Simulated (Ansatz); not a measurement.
Input of an Ansatz 0.2.0 run:

File input.yaml:

```yaml
crystal:
  lattice:
    - [-2.72294, 2.72294, 3.89889]
    - [2.72294, -2.72294, 3.89889]
    - [2.72294, 2.72294, -3.89889]
  atoms:
    - { symbol: Na, position: [0.25, 0.75, 0.5] }
    - { symbol: La, position: [0.75, 0.25, 0.5] }
    - { symbol: Mn, position: [0.5, 0.5, 0.0], spin: 4.0 }
    - { symbol: Mo, position: [0.0, 0.0, 0.0], spin: 1.0 }
    - { symbol: O, position: [0.20766, 0.29607, 0.50371] }
    - { symbol: O, position: [0.29605, 0.79234, 0.08841] }
    - { symbol: O, position: [0.79236, 0.70395, 0.49629] }
    - { symbol: O, position: [0.70393, 0.20764, 0.91159] }
    - { symbol: O, position: [0.25194, 0.25194, 0.0] }
    - { symbol: O, position: [0.74806, 0.74806, 0.0] }
hamiltonian:
  xc: pbe
  pseudopotentials: { kind: paw }
  hubbard:
    sites:
      - { species: La, l: f, u_eff: 2.0 }
      - { species: Mn, l: d, u_eff: 2.0 }
      - { species: Mo, l: d, u_eff: 2.0 }
magnetization:
  spin_polarized: true
kpoints:
  mp_grid: { grid: [7, 7, 7] }
scf:
  occupations: { method: fermi_dirac, width: 0.05 }
  n_extra_bands: 25
output:
  forces: true
  stress: true
  eigenvalues: true
  dos: { projected: true, de: 0.05, nscf_kmesh: { grid: [11, 11, 11] } }
  write_density: true
  write_potential: true
  elf: true
  volumetric_format: npy
```

Potentials or basis: Ansatz PAW.

The run is started by

```bash
$ ansatz run input.yaml --threads 8 --pin off --max-ram 20480MiB --backend cpu --events-out ev --progress --plain --runs-dir out
```

(1) What does it give for the site moments?

(2) Estimate the largest force.

(3) What does it give for the density of states at the Fermi level?

(4) Predict the net moment.

## Answers

(1) Na +0.00; La -0.01; Mn +2.86; Mo -0.50; O +0.01 μB.

(2) 0.378 eV/Å.

(3) 4.30 states/eV per cell.

(4) 2.47 μB per cell.

Caveat: the magnetic or orbital state may not be the lowest; a cell with one magnetic atom can't hold antiferromagnetic order, which such compounds often take; the starting moments weren't kept.
